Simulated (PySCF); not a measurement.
# C3H9NSi: the cost of one run

Computed with PySCF 2.14.0, with density-fitted response routines of our own, on a single molecule in the gas phase. Atoms are numbered from 0 throughout.

## 1. Starting geometry

14 atoms, charge 0, multiplicity 1; geometry from: GFN2-xTB. The atoms were then displaced at random by about 0.01 Å, so the start is not that level's minimum.

Bonds of the start (Å): C0–C1 1.51, C1–C2 1.51, C1–N3 1.29, N3–Si4 1.68, C0–H5 1.10, C0–H6 1.09, C0–H7 1.06, C2–H8 1.06, C2–H9 1.10, C2–H10 1.09, Si4–H11 1.45, Si4–H12 1.46, Si4–H13 1.47.

## 2. Geometry optimisation at PBE0-D3(BJ)/def2-SVP

Job settings and geometry (Å):

```
{"job": {"xc": "PBE0", "basis": "def2-SVP", "d3": "d3bj", "grid": 1, "shake": 0.01, "kind": "geom"}, "charge": 0, "multiplicity": 1}
C     -0.967130    -1.122030     0.580130
C     -0.410160     0.269570     0.367930
C     -1.409550     1.400050     0.470150
N      0.828870     0.528930     0.111330
Si     2.258860    -0.329220    -0.123150
H     -1.651700    -1.099120     1.438360
H     -1.567430    -1.368260    -0.299790
H     -0.185600    -1.827850     0.703780
H     -2.246540     1.225010    -0.149530
H     -1.755750     1.469440     1.513010
H     -0.925120     2.337750     0.214590
H      2.645980     0.018110    -1.475830
H      2.245320    -1.778500     0.021780
H      3.132810     0.261030     0.899500
```

Run with:

```bash
> OMP_NUM_THREADS=1 python probes_run.py task.json out
```

The driver reads the jobs from task.json and runs them one after another.

**Question.** How long does this first job take on 1 thread of Arm Neoverse V2, shared host, and how much memory does it need?

About 55 s, with a peak of 0.52 GiB.
